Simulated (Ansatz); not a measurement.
# AlGe (doublet): relaxing a cheap start

Where does this start of AlGe (doublet) end when it is relaxed?

The runs use Ansatz 0.2.0, Gaussian basis; UKS PBE0/def2-TZVP.

### Step 1. The system as given

2 atoms, charge 0, spin multiplicity 2.

Atoms are counted from 1 here; the program's logs count them from 0.

Bond lengths: Ge1–Al2 2.241 Å.

The start is set by covalent radii. Sticks and bond lists go by distance. No spin-orbit coupling is included. 

### Step 2. Relaxation

The input, in.yaml:

```yaml
crystal:
  periodic: [false, false, false]
  atoms:
    - {symbol: Ge, position_ang: [0.000000, 0.000000, 0.000000]}
    - {symbol: Al, position_ang: [0.000000, 0.000000, 2.241300]}
basis:
  gaussian: {orbitals: def2-TZVP}
magnetization: {spin_polarized: true, initial_magnetization: 1}
hamiltonian: {xc: pbe0}
relax: {f_tol: 0.004, max_steps: 80}
```

Run with:

```bash
> ansatz run in.yaml --threads 1 --pin off --events-out ev --progress --plain --max-ram 1740MiB
```

Q: Predict the outcome of this session. Wanted: energy gained; shift from the start; total energy; dipole moment; ⟨S²⟩.

As calculated:

```
                  quantity           value
                     steps               4
             energy gained        0.207 eV
shift from the start (rms)         0.103 Å
              total energy  -63102.8407 eV
             dipole moment          1.21 D
                      ⟨S²⟩           1.777
```

**Reading.** The bonds of the start are those of the end. Ge1–Al2 went from 2.241 to 2.446 Å. The determinant is spin-contaminated (excess 1.03). No vibrations were run, so this is a stationary point, not a proven minimum, and this spin need not be the ground state's.
